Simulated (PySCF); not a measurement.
**SeCl⁻ at other levels of theory**

What do other methods print for SeCl⁻?

Computed with PySCF 2.14.0. Level: method and basis as typed in the scripts.

5 further runs of the same task are left out: 5 that didn't finish.

### 1 The starting structure

SeCl⁻: 2 atoms, charge -1, spin multiplicity 1.

Bond lengths: Se1–Cl2 2.294 Å.

### 2 Base script

The input, input.py:

```python
from pyscf import gto, scf, mp

mol = gto.M(
    atom='Se 0 0 0; Cl 0 0 2.294',
    basis='lanl2dz',
    ecp={'Se': 'lanl2dz', 'Cl': 'lanl2dz'},
    charge=-1,
    spin=0,
    symmetry=True,
    verbose=4,
)
mf = scf.RHF(mol)
mf.kernel()
mp.MP2(mf).kernel()
mf.dip_moment()
print('orbital energies (hartree):', mf.mo_energy[..., max(0, mol.nelec[1]-3):mol.nelec[0]+3].round(4))
```

On the command line:

```console
$ OMP_NUM_THREADS=1 python input.py
```

The log of this run is left out.

Base result: E(SCF) = -23.767145 Eh, 8 cycles, E(MP2) − E(SCF) = -0.05807 Eh.

The bond length is a typed value, not an optimised one. The dipole of an ion depends on the origin.

### 3 Revpbe (RKS)

Run 1 changes functional: none (Hartree–Fock) → revpbe; SCF type: RHF → RKS; step after the SCF: mp2 → analyze.

The input, input.py:

```python
from pyscf import gto, dft

mol = gto.M(
    atom='Se 0 0 0; Cl 0 0 2.294',
    basis='lanl2dz',
    ecp={'Se': 'lanl2dz', 'Cl': 'lanl2dz'},
    charge=-1,
    spin=0,
    symmetry=True,
    verbose=4,
)
mf = dft.RKS(mol, xc='revpbe')
mf.kernel()
mf.mulliken_pop()
mf.dip_moment()
print('orbital energies (hartree):', mf.mo_energy[..., max(0, mol.nelec[1]-3):mol.nelec[0]+3].round(4))
```

On the command line:

```console
$ OMP_NUM_THREADS=1 python input.py
```

### 4 Wb97x (RKS)

Run 2 changes functional: none (Hartree–Fock) → wb97x; SCF type: RHF → RKS; step after the SCF: mp2 → analyze.

input.py: that of step 2 with these lines changed.

```diff
@@ -1,2 +1,2 @@
-from pyscf import gto, scf, mp
+from pyscf import gto, dft
 
@@ -11,5 +11,5 @@
 )
-mf = scf.RHF(mol)
+mf = dft.RKS(mol, xc='wb97x')
 mf.kernel()
-mp.MP2(mf).kernel()
+mf.mulliken_pop()
 mf.dip_moment()
```

### 5 Tpssh (RKS)

Run 3 changes functional: none (Hartree–Fock) → tpssh; SCF type: RHF → RKS; step after the SCF: mp2 → analyze.

input.py: that of step 2 with these lines changed.

```diff
@@ -1,2 +1,2 @@
-from pyscf import gto, scf, mp
+from pyscf import gto, dft
 
@@ -11,5 +11,5 @@
 )
-mf = scf.RHF(mol)
+mf = dft.RKS(mol, xc='tpssh')
 mf.kernel()
-mp.MP2(mf).kernel()
+mf.mulliken_pop()
 mf.dip_moment()
```

Before running it: what results should come out? Wanted: for each run, E(SCF); from base; gap; after the SCF.

As calculated:

```
         run  E(SCF) (hartree)  from base (eV)  cycles  gap (eV)              after the SCF
        base        -23.767145               0       8     10.14  MP2 correlation -1.580 eV
revpbe (RKS)        -24.252345  not comparable       8      1.70                        n/a
 wb97x (RKS)        -24.221934  not comparable       8      8.28                        n/a
 tpssh (RKS)        -24.223819  not comparable       8      2.77                        n/a
```

**Reading.** The gap between the frontier levels is 1.7 eV with revpbe (0 % exact exchange) and 2.8 eV with tpssh (10 %). A lower total energy from another functional means nothing by itself.
